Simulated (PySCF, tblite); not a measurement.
# trimethylsilane (C3H10Si): dynamics, then NMR shifts and electronic excitations on frames, part 1 of 2

How do NMR shifts and electronic excitations of trimethylsilane (C3H10Si) (`C[SiH](C)C`) change as the atoms move?

The runs use tblite 0.8.0 and PySCF 2.14.0, with density-fitted response routines of our own; the level of theory stands in each step. All values are computed, except where a source is named. Atoms count from 0, in the outputs and in this text.

### Step 1. The starting structure

14 atoms, charge 0, multiplicity 1; geometry from: GFN2-xTB.

Bonds of the start (Å): C0–Si1 1.90, Si1–C2 1.90, Si1–C3 1.90, C0–H4 1.09, C0–H5 1.09, C0–H6 1.09, Si1–H7 1.48, C2–H8 1.09, C2–H9 1.09, C2–H10 1.09, C3–H11 1.09, C3–H12 1.09, C3–H13 1.09.

### Step 2. Dynamics with GFN2-xTB

Job settings and geometry (Å):

```
{"job": {"kind": "md", "xc": "GFN2-xTB", "basis": "xTB", "temperature": 600, "steps": 2000, "every": 50, "frames": 5}, "charge": 0, "multiplicity": 1}
C      0.178720     1.717268    -0.511640
Si    -0.121588     0.124642     0.487025
C     -1.556390    -0.856532    -0.289360
C      1.455582    -0.941133     0.479712
H     -0.703855     2.350044    -0.518673
H      0.432914     1.499928    -1.545598
H      0.993832     2.298137    -0.090224
H     -0.464955     0.478462     1.877533
H     -1.751699    -1.771281     0.262467
H     -1.340174    -1.135342    -1.317193
H     -2.474112    -0.275895    -0.295205
H      1.745355    -1.220905    -0.529516
H      2.291814    -0.409897     0.924393
H      1.313875    -1.857968     1.044113
```

With the program's defaults for keys left out, this is: GFN2-xTB Langevin dynamics, gas phase.

The run is started by

```sh
$ OMP_NUM_THREADS=1 python probes_run.py task.json out
```

This one command runs all jobs of the session in turn.

Standard output:

```text
t/fs     T/K      E/eV
    0.0   464.8   -360.04426
   25.0   387.2   -359.50660
   50.0   447.9   -359.44924
   75.0   490.7   -359.22233
  100.0   526.8   -358.97341
  125.0   451.5   -358.99639
  150.0   672.3   -359.32874
  175.0   526.4   -359.33154
  200.0   749.1   -359.24265
  225.0   691.6   -359.12677
  250.0   901.0   -359.33253
  275.0   654.1   -359.08333
  300.0   607.1   -359.03697
  325.0   591.8   -358.87669
  350.0   700.9   -359.01988
  375.0   728.9   -359.25514
  400.0   630.5   -359.24548
  425.0   652.1   -359.22197
  450.0   635.9   -359.03664
  475.0   634.4   -358.98238
  500.0   523.9   -359.07094
  525.0   529.2   -358.98828
  550.0   548.6   -359.03190
  575.0   469.5   -359.22740
  600.0   510.7   -359.44415
  625.0   409.7   -359.36638
  650.0   468.2   -359.36381
  675.0   413.2   -358.98235
  700.0   436.3   -359.10616
  725.0   318.0   -359.17046
  750.0   600.0   -359.26373
  775.0   677.3   -359.50074
  800.0   634.5   -359.16026
  825.0   636.5   -359.37651
  850.0   596.6   -359.23054
  875.0   402.8   -359.23180
  900.0   480.3   -359.00252
  925.0   633.3   -359.19169
  950.0   632.9   -359.07834
  975.0   545.5   -358.98444
 1000.0   373.2   -358.77578
```

Wall time 8.3 s (1 thread of Arm Neoverse V1, shared host); peak memory 0.18 GiB.

Distance from the start (root mean square after alignment): 0 fs 0.00 Å, 200 fs 0.97 Å, 400 fs 1.19 Å, 600 fs 0.66 Å, 800 fs 0.70 Å, 1000 fs 1.31 Å.

Positions (Å) and forces (eV/Å) at 1000 fs:

```xyz
14

C    -0.152   -0.626   -0.729    1.681    0.771    1.494
Si    0.963   -0.031    0.865    0.546   -0.720   -1.075
C     0.001    1.482    1.340   -0.763    1.906    1.415
C     0.838   -1.583    2.010    1.677    2.287    0.521
H    -0.287   -1.616   -0.363   -1.053   -0.745   -0.362
H     0.320   -0.699   -1.685    0.475    0.142   -0.382
H    -1.027   -0.004   -0.836   -0.211   -0.280    0.175
H     2.373    0.513    0.838   -0.365   -0.575   -0.263
H    -0.100    2.020    2.324    0.962   -1.068   -0.303
H    -1.016    1.058    1.297   -0.056    1.224   -1.003
H     0.379    2.355    0.714   -1.426   -1.287    0.048
H     1.657   -2.268    1.889    0.231   -0.157   -0.066
H     0.920   -1.118    3.003    0.052   -0.562    0.011
H    -0.057   -2.093    1.973   -1.750   -0.935   -0.210
```

### Step 3. Nuclear shieldings: 250 fs, PBE0/pcSseg-1

Job settings and geometry (Å):

```
{"job": {"kind": "nmr", "xc": "PBE0", "basis": "pcSseg-1", "pop": false}, "charge": 0, "multiplicity": 1}
C      0.160300     0.841400    -1.235100
Si    -0.013300     0.014400     0.451800
C     -1.922100    -0.285100     0.653800
C      0.752700    -1.787800     0.399800
H     -0.790100     1.019400    -1.739500
H      0.922400     0.343100    -1.812400
H      0.468100     1.941400    -1.023900
H      0.747300     0.635100     1.627800
H     -2.184800     0.737800     0.896300
H     -2.070500    -0.934300     1.525700
H     -2.493700    -0.656100    -0.189000
H      0.185500    -2.386300    -0.363900
H      1.768400    -1.744600     0.228400
H      0.673200    -2.357800     1.420000
```

With the program's defaults for keys left out, this is: GIAO PBE0/pcSseg-1 NMR shielding, non-relativistic, gas phase.

Standard output:

```text
coarse grid: 11088 points
cycle   1  E = -409.4366566592  dE = -1.397e-01  |g| = 4.982e-01  |ddm| = 3.026e+00
cycle   2  E = -409.4129816286  dE =  2.368e-02  |g| = 5.767e-01  |ddm| = 8.757e-01
cycle   3  E = -409.5017702478  dE = -8.879e-02  |g| = 1.845e-02  |ddm| = 4.977e-01
cycle   4  E = -409.5018690264  dE = -9.878e-05  |g| = 7.336e-03  |ddm| = 3.602e-02
cycle   5  E = -409.5018842002  dE = -1.517e-05  |g| = 1.504e-03  |ddm| = 9.683e-03
cycle   6  E = -409.5018847917  dE = -5.915e-07  |g| = 4.712e-04  |ddm| = 1.812e-03
final grid: 99272 points
cycle   7  E = -409.5251996660  dE = -1.950e-05  |g| = 6.640e-03  |ddm| = 1.638e-02
cycle   8  E = -409.5251955981  dE =  4.068e-06  |g| = 7.725e-03  |ddm| = 1.122e-02
cycle   9  E = -409.5252109844  dE = -1.539e-05  |g| = 2.798e-04  |ddm| = 6.081e-03
cycle  10  E = -409.5252110018  dE = -1.740e-08  |g| = 5.636e-05  |ddm| = 3.847e-04
cycle  11  E = -409.5252110026  dE = -8.353e-10  |g| = 1.563e-05  |ddm| = 9.148e-05
converged SCF energy = -409.5252110026

GIAO shielding tensors (ppm)
atom      isotropic    diamagn.    paramagn.     s11        s22        s33       span
  0 C      188.222     255.386     -67.163    175.930    189.214    199.523     23.593
  1 Si     362.523     880.535    -518.011    313.119    364.749    409.701     96.583
  2 C      187.074     254.855     -67.781    172.743    183.166    205.313     32.570
  3 C      176.849     253.587     -76.738    163.790    179.422    187.336     23.545
  4 H       31.206      31.852      -0.646     26.515     29.655     37.448     10.933
  5 H       31.223      31.716      -0.492     26.009     29.528     38.133     12.124
  6 H       29.709      29.062       0.647     25.577     26.956     36.595     11.018
  7 H       26.309      29.181      -2.872     23.152     24.599     31.176      8.024
  8 H       31.423      30.941       0.482     26.694     29.553     38.023     11.330
  9 H       31.409      30.454       0.955     26.511     28.762     38.953     12.442
 10 H       31.406      31.638      -0.232     27.703     28.992     37.522      9.819
 11 H       30.510      30.693      -0.183     26.828     28.627     36.074      9.246
 12 H       32.490      33.064      -0.574     28.091     30.219     39.160     11.069
 13 H       29.600      28.627       0.972     26.005     26.885     35.909      9.905
```

Wall time 8.2 s (1 thread of Arm Neoverse V1, shared host); peak memory 0.6 GiB.

Shifts follow as δ = σ(reference) − σ, with reference shieldings (ppm) from runs at the same level and on the same kind of geometry: 1H TMS 31.72, 13C TMS 186.9, 29Si TMS 349.2. The references are single molecules in the gas phase. Each atom is listed at this fixed geometry, with no averaging over motion; a spectrum would average atoms that exchange fast.

| atoms | environment | σ (ppm) | δ (ppm) |
| --- | --- | --- | --- |
| C3 | methyl carbon bonded to Si | 176.8 | 10.1 |
| C2 | methyl carbon bonded to Si | 187.1 | -0.1 |
| C0 | methyl carbon bonded to Si | 188.2 | -1.3 |
| H7 | hydrogen on a silicon bonded to 3 C | 26.31 | 5.41 |
| H13 | hydrogen on a methyl carbon bonded to Si | 29.60 | 2.12 |
| H6 | hydrogen on a methyl carbon bonded to Si | 29.71 | 2.01 |
| H11 | hydrogen on a methyl carbon bonded to Si | 30.51 | 1.21 |
| H4 | hydrogen on a methyl carbon bonded to Si | 31.21 | 0.51 |
| H5 | hydrogen on a methyl carbon bonded to Si | 31.22 | 0.49 |
| H10 | hydrogen on a methyl carbon bonded to Si | 31.41 | 0.31 |
| H9 | hydrogen on a methyl carbon bonded to Si | 31.41 | 0.31 |
| H8 | hydrogen on a methyl carbon bonded to Si | 31.42 | 0.29 |
| H12 | hydrogen on a methyl carbon bonded to Si | 32.49 | -0.77 |
| Si1 | silicon bonded to 3 C, H | 362.5 | -13.4 |

### Step 4. TDDFT and polarisability: 250 fs, PBE0/def2-SVPD

Same as in step 3 but for these lines:

```diff
@@ -1,2 +1,2 @@
-{"job": {"kind": "nmr", "xc": "PBE0", "basis": "pcSseg-1", "pop": false}, "charge": 0, "multiplicity": 1}
+{"job": {"kind": "uv", "xc": "PBE0", "basis": "def2-SVPD", "nstates": 5, "ntriplets": 0}, "charge": 0, "multiplicity": 1}
 C      0.160300     0.841400    -1.235100
```

Level: TDDFT PBE0/def2-SVPD, vertical, gas phase, core orbitals frozen in the response.

Standard output:

```text
coarse grid: 11088 points
cycle   1  E = -409.2671666278  dE = -1.693e-01  |g| = 4.749e-01  |ddm| = 4.119e+00
cycle   2  E = -409.2446208653  dE =  2.255e-02  |g| = 5.502e-01  |ddm| = 1.116e+00
cycle   3  E = -409.3284094219  dE = -8.379e-02  |g| = 2.112e-02  |ddm| = 6.026e-01
cycle   4  E = -409.3285457620  dE = -1.363e-04  |g| = 8.985e-03  |ddm| = 5.717e-02
cycle   5  E = -409.3285720199  dE = -2.626e-05  |g| = 1.231e-03  |ddm| = 1.667e-02
cycle   6  E = -409.3285724140  dE = -3.941e-07  |g| = 5.767e-04  |ddm| = 2.427e-03
final grid: 99272 points
cycle   7  E = -409.3819704367  dE = -2.098e-05  |g| = 6.533e-03  |ddm| = 5.944e-02
cycle   8  E = -409.3819662789  dE =  4.158e-06  |g| = 7.636e-03  |ddm| = 1.534e-02
cycle   9  E = -409.3819817960  dE = -1.552e-05  |g| = 2.435e-04  |ddm| = 8.048e-03
cycle  10  E = -409.3819818165  dE = -2.054e-08  |g| = 5.910e-05  |ddm| = 5.554e-04
cycle  11  E = -409.3819818176  dE = -1.127e-09  |g| = 1.326e-05  |ddm| = 1.244e-04
cycle  12  E = -409.3819818177  dE = -4.331e-11  |g| = 5.867e-06  |ddm| = 2.503e-05
converged SCF energy = -409.3819818177

Static polarisability (au): isotropic 68.087, principal 62.640 68.440 73.182

Singlet excitations
state   eV       nm        f      main configurations
  1   7.3004    169.8   0.04444   H->L 0.81, H->L+1 0.15
  2   7.3727    168.2   0.02329   H->L+1 0.82, H->L 0.15
  3   7.6526    162.0   0.00784   H->L+2 0.72, H-1->L+1 0.21
  4   7.7656    159.7   0.05974   H-1->L 0.69, H-1->L+1 0.25
  5   7.8615    157.7   0.06484   H-1->L+1 0.48, H-1->L 0.26, H->L+2 0.21
```

Run time: 13 s. Hardware: 1 thread of Arm Neoverse V1, shared host; peak memory 0.71 GiB.

Frontier orbitals and where they lie:

| orbital | eV | atoms |
| --- | --- | --- |
| HOMO−3 | -10.34 | C3 41 %, H13 22 %, H12 8 % |
| HOMO−2 | -9.08 | Si1 27 %, H7 24 %, C0 19 % |
| HOMO−1 | -8.28 | C0 22 %, Si1 22 %, C3 19 % |
| HOMO | -7.80 | C2 27 %, C3 24 %, Si1 21 % |
| LUMO | 0.64 | Si1 23 %, C0 16 %, C2 10 % |
| LUMO+1 | 0.77 | Si1 27 %, H7 16 %, C2 14 % |
| LUMO+2 | 1.14 | Si1 20 %, C0 15 %, H7 15 % |

With each of the 5 states as a Gaussian band of 0.4 eV half-width at 1/e, the curve within the window shown has maxima at 161 nm (ε 6,000) L/(mol cm). Beyond the last state computed it falls off for lack of states. The curve at chosen wavelengths:

(nm, ε (L/mol/cm)): (152, 2504), (153, 3106), (155, 4321), (156, 4864), (157, 5323), (159, 5914), (160, 6035), (161, 6049), (163, 5815), (164, 5604), (165, 5354), (167, 4780), (168, 4471), (169, 4151), (170, 3824), (172, 3155), (173, 2820), (174, 2490), (176, 1868), (177, 1585), (178, 1326), (180, 890), (181, 714), (182, 565), (184, 340), (185, 258)

Ground-state properties from the same run:

| property | computed |
| --- | --- |
| dipole moment (D) | 0.59 |
| polarisability (Å³) | 10.09 |
| HOMO–LUMO gap (eV) | 8.44 |
| −ε(HOMO) (eV) | 7.80 |

### Step 5. Nuclear shieldings: 425 fs, PBE0/pcSseg-1

Job settings and geometry (Å):

```
{"job": {"kind": "nmr", "xc": "PBE0", "basis": "pcSseg-1", "pop": false}, "charge": 0, "multiplicity": 1}
C      0.774600     0.038000    -1.463500
Si     0.081300    -0.130000     0.326200
C     -1.783800     0.377800     0.318000
C      0.140800    -2.074000     0.716000
H      0.020700    -0.183400    -2.199700
H      1.578600    -0.771100    -1.399000
H      1.094700     1.061900    -1.778500
H      0.822500     0.503400     1.395100
H     -2.180200     0.541700    -0.678400
H     -1.772900     1.369200     0.745700
H     -2.455800    -0.134900     0.985100
H     -0.507700    -2.594100     0.123300
H      1.145400    -2.290000     0.685000
H     -0.299600    -2.024600     1.745300
```

Method: GIAO PBE0/pcSseg-1 NMR shielding, non-relativistic, gas phase.

Standard output:

```text
coarse grid: 11088 points
cycle   1  E = -409.4290713637  dE = -6.047e-02  |g| = 5.130e-01  |ddm| = 3.042e+00
cycle   2  E = -409.4073453284  dE =  2.173e-02  |g| = 5.831e-01  |ddm| = 8.941e-01
cycle   3  E = -409.4974209329  dE = -9.008e-02  |g| = 1.745e-02  |ddm| = 5.076e-01
cycle   4  E = -409.4975143661  dE = -9.343e-05  |g| = 7.091e-03  |ddm| = 3.530e-02
cycle   5  E = -409.4975297066  dE = -1.534e-05  |g| = 1.918e-03  |ddm| = 1.039e-02
cycle   6  E = -409.4975306031  dE = -8.965e-07  |g| = 4.700e-04  |ddm| = 1.991e-03
final grid: 99272 points
cycle   7  E = -409.5211449073  dE = -1.983e-05  |g| = 7.012e-03  |ddm| = 1.647e-02
cycle   8  E = -409.5211411408  dE =  3.766e-06  |g| = 7.986e-03  |ddm| = 1.186e-02
cycle   9  E = -409.5211574252  dE = -1.628e-05  |g| = 3.143e-04  |ddm| = 6.285e-03
cycle  10  E = -409.5211574458  dE = -2.059e-08  |g| = 6.755e-05  |ddm| = 4.254e-04
cycle  11  E = -409.5211574470  dE = -1.172e-09  |g| = 1.858e-05  |ddm| = 1.060e-04
cycle  12  E = -409.5211574471  dE = -8.993e-11  |g| = 4.755e-06  |ddm| = 2.425e-05
converged SCF energy = -409.5211574471

GIAO shielding tensors (ppm)
atom      isotropic    diamagn.    paramagn.     s11        s22        s33       span
  0 C      181.299     255.448     -74.149    170.964    177.306    195.627     24.663
  1 Si     362.755     881.386    -518.631    335.997    370.743    381.525     45.528
  2 C      193.037     254.303     -61.266    178.952    198.430    201.729     22.777
  3 C      187.796     257.084     -69.288    176.642    191.768    194.978     18.336
  4 H       31.454      32.502      -1.048     27.566     29.670     37.124      9.557
  5 H       29.681      29.885      -0.204     24.418     28.919     35.705     11.287
  6 H       30.218      30.172       0.047     26.316     26.959     37.380     11.064
  7 H       27.493      31.104      -3.611     24.750     25.294     32.435      7.685
  8 H       31.796      32.004      -0.209     26.879     29.891     38.618     11.739
  9 H       31.827      31.919      -0.093     27.204     29.261     39.015     11.811
 10 H       31.828      31.383       0.446     26.959     29.202     39.324     12.365
 11 H       33.030      34.127      -1.097     29.246     30.874     38.971      9.724
 12 H       33.023      33.171      -0.148     28.219     30.612     40.238     12.018
 13 H       31.031      30.480       0.551     26.710     28.906     37.477     10.768
```

Run time: 9.9 s. Hardware: 1 thread of Arm Neoverse V1, shared host; peak memory 0.6 GiB.

Key values: δ C0 5.6, C3 -0.9, C2 -6.1, Si1 -13.6, H7 4.22, H5 2.04 ppm.

### Step 6. Excited states and response: 425 fs, PBE0/def2-SVPD

Same as in step 5 but for these lines:

```diff
@@ -1,2 +1,2 @@
-{"job": {"kind": "nmr", "xc": "PBE0", "basis": "pcSseg-1", "pop": false}, "charge": 0, "multiplicity": 1}
+{"job": {"kind": "uv", "xc": "PBE0", "basis": "def2-SVPD", "nstates": 5, "ntriplets": 0}, "charge": 0, "multiplicity": 1}
 C      0.774600     0.038000    -1.463500
```

With the program's defaults for keys left out, this is: TDDFT PBE0/def2-SVPD, vertical, gas phase, core orbitals frozen in the response.

Standard output:

```text
coarse grid: 11088 points
cycle   1  E = -409.2594112913  dE = -9.119e-02  |g| = 4.887e-01  |ddm| = 4.308e+00
cycle   2  E = -409.2390890381  dE =  2.032e-02  |g| = 5.547e-01  |ddm| = 1.162e+00
cycle   3  E = -409.3235907961  dE = -8.450e-02  |g| = 1.974e-02  |ddm| = 6.342e-01
cycle   4  E = -409.3237140788  dE = -1.233e-04  |g| = 8.435e-03  |ddm| = 5.863e-02
cycle   5  E = -409.3237380806  dE = -2.400e-05  |g| = 1.490e-03  |ddm| = 1.609e-02
cycle   6  E = -409.3237386094  dE = -5.288e-07  |g| = 6.009e-04  |ddm| = 2.658e-03
final grid: 99272 points
cycle   7  E = -409.3774525775  dE = -2.131e-05  |g| = 6.853e-03  |ddm| = 5.759e-02
cycle   8  E = -409.3774487807  dE =  3.797e-06  |g| = 7.845e-03  |ddm| = 1.693e-02
cycle   9  E = -409.3774650174  dE = -1.624e-05  |g| = 2.478e-04  |ddm| = 8.611e-03
cycle  10  E = -409.3774650385  dE = -2.112e-08  |g| = 6.251e-05  |ddm| = 5.609e-04
cycle  11  E = -409.3774650398  dE = -1.260e-09  |g| = 1.440e-05  |ddm| = 1.403e-04
cycle  12  E = -409.3774650398  dE = -5.537e-11  |g| = 5.296e-06  |ddm| = 3.139e-05
converged SCF energy = -409.3774650398

Static polarisability (au): isotropic 66.577, principal 58.941 69.684 71.104

Singlet excitations
state   eV       nm        f      main configurations
  1   7.2669    170.6   0.02832   H->L 0.94
  2   7.4822    165.7   0.00871   H->L+1 0.83, H->L+2 0.12
  3   7.6139    162.8   0.07184   H->L+2 0.72, H-1->L 0.11, H->L+1 0.11
  4   7.7186    160.6   0.08287   H-1->L 0.84, H->L+2 0.10
  5   8.1061    153.0   0.02629   H-1->L+1 0.94
```

Wall time 15 s (1 thread of Arm Neoverse V1, shared host); peak memory 0.71 GiB.

In short: HOMO -7.73 eV, LUMO 0.64 eV; lowest singlet 7.27 eV.

### Step 7. NMR shieldings: 625 fs, PBE0/pcSseg-1

Job settings and geometry (Å):

```
{"job": {"kind": "nmr", "xc": "PBE0", "basis": "pcSseg-1", "pop": false}, "charge": 0, "multiplicity": 1}
C      0.481500    -0.233500    -1.399400
Si     0.387800     0.037000     0.542000
C     -0.780200     1.508200     0.964200
C     -0.250200    -1.775800     1.091900
H      1.321300     0.348600    -1.822900
H     -0.488600     0.129400    -1.630100
H      0.562200    -1.326000    -1.585800
H      1.790700     0.101800     0.976100
H     -0.964600     1.718500     2.058500
H     -1.824800     1.347300     0.656700
H     -0.364700     2.408300     0.398800
H      0.090600    -2.465400     0.290900
H      0.136200    -2.025500     2.051100
H     -1.369000    -1.844000     1.118000
```

With the program's defaults for keys left out, this is: GIAO PBE0/pcSseg-1 NMR shielding, non-relativistic, gas phase.

Standard output:

```text
coarse grid: 11088 points
cycle   1  E = -409.4465926553  dE = -2.030e-01  |g| = 4.719e-01  |ddm| = 3.005e+00
cycle   2  E = -409.4283300492  dE =  1.826e-02  |g| = 5.382e-01  |ddm| = 8.174e-01
cycle   3  E = -409.5051818223  dE = -7.685e-02  |g| = 1.738e-02  |ddm| = 4.536e-01
cycle   4  E = -409.5052549882  dE = -7.317e-05  |g| = 9.974e-03  |ddm| = 3.249e-02
cycle   5  E = -409.5052809348  dE = -2.595e-05  |g| = 2.877e-03  |ddm| = 1.125e-02
cycle   6  E = -409.5052832397  dE = -2.305e-06  |g| = 3.838e-04  |ddm| = 3.062e-03
final grid: 99272 points
cycle   7  E = -409.5288298811  dE = -1.777e-05  |g| = 6.713e-03  |ddm| = 1.753e-02
cycle   8  E = -409.5288258780  dE =  4.003e-06  |g| = 7.810e-03  |ddm| = 1.164e-02
cycle   9  E = -409.5288416148  dE = -1.574e-05  |g| = 2.616e-04  |ddm| = 6.055e-03
cycle  10  E = -409.5288416254  dE = -1.067e-08  |g| = 7.169e-05  |ddm| = 3.212e-04
cycle  11  E = -409.5288416266  dE = -1.209e-09  |g| = 2.339e-05  |ddm| = 1.101e-04
cycle  12  E = -409.5288416268  dE = -1.444e-10  |g| = 6.784e-06  |ddm| = 2.745e-05
converged SCF energy = -409.5288416268

GIAO shielding tensors (ppm)
atom      isotropic    diamagn.    paramagn.     s11        s22        s33       span
  0 C      181.012     257.006     -75.994    159.525    186.428    197.085     37.561
  1 Si     368.752     880.854    -512.102    339.932    363.656    402.668     62.737
  2 C      183.748     253.721     -69.972    172.052    184.266    194.927     22.875
  3 C      178.025     254.637     -76.612    157.606    185.138    191.331     33.724
  4 H       30.391      30.832      -0.440     26.013     27.701     37.459     11.445
  5 H       31.721      33.948      -2.227     27.311     31.363     36.488      9.177
  6 H       30.965      32.085      -1.120     25.913     30.040     36.943     11.030
  7 H       27.000      30.267      -3.268     24.404     24.668     31.928      7.524
  8 H       29.972      28.401       1.571     25.821     26.798     37.298     11.477
  9 H       30.923      31.579      -0.656     26.956     28.712     37.101     10.145
 10 H       29.941      29.099       0.842     25.234     27.619     36.971     11.737
 11 H       31.016      31.650      -0.634     26.173     30.123     36.752     10.579
 12 H       31.352      30.880       0.471     26.922     28.611     38.521     11.599
 13 H       30.478      30.865      -0.386     26.851     28.536     36.049      9.198
```

Wall time 8.6 s (1 thread of Arm Neoverse V1, shared host); peak memory 0.6 GiB.

In short: δ C3 8.9, C0 5.9, C2 3.2, Si1 -19.6, H7 4.72, H10 1.78 ppm.

(Continued in part 2 of 2.)
